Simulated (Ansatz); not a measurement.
Crystal: EuMo.

```
Eu Mo
1.0
     3.53145    0.00000    0.00000
     0.00000    3.53145    0.00000
     0.00000    0.00000    3.53145
Eu Mo
1 1
Direct
  0.50000 0.50000 0.50000
  0.00000 0.00000 0.00000
```

The cell was built by a generator and needn't be a form met in nature.

Alike in all runs: program Ansatz 0.2.0; functional r2SCAN; potentials or basis Ansatz PAW; cutoff 500 eV (not typed: the program's choice for these potentials); k mesh 6 × 6 × 6; occupations fermi-dirac, width 0.05 eV.

Starts and where they ended:

```tsv
start	free energy over the lowest (meV/atom)	net moment (μB)	site or absolute moments (μB)	gap
collinear spin, random start of up to 3.35 μB	0.0	4.10	Eu +6.49; Mo -2.24	none (metal or under the smearing width)
collinear spin, antiferromagnetic start of up to 7 μB	0.0	4.10	Eu +6.49; Mo -2.24	none (metal or under the smearing width)
non-collinear spin, random start of up to 3.35 μB	90.7	8.98	absolute 8.98	none (metal or under the smearing width)
collinear spin, ferrimagnetic start of up to 7 μB	0.0	4.10	Eu +6.49; Mo -2.24	none (metal or under the smearing width)
```

The spin-polarised runs without a constraint all converged, yet they end up to 91 meV/atom apart: a converged run can sit in a state that isn't the lowest. A still lower state may exist.

Caveats: the magnetic or orbital state may not be the lowest; spin-orbit coupling is left out, which moves the levels of the heavy elements; without U or exact exchange the open f shell lies at the Fermi level, which spoils levels, moments and volumes; the starting moments weren't kept (some runs).
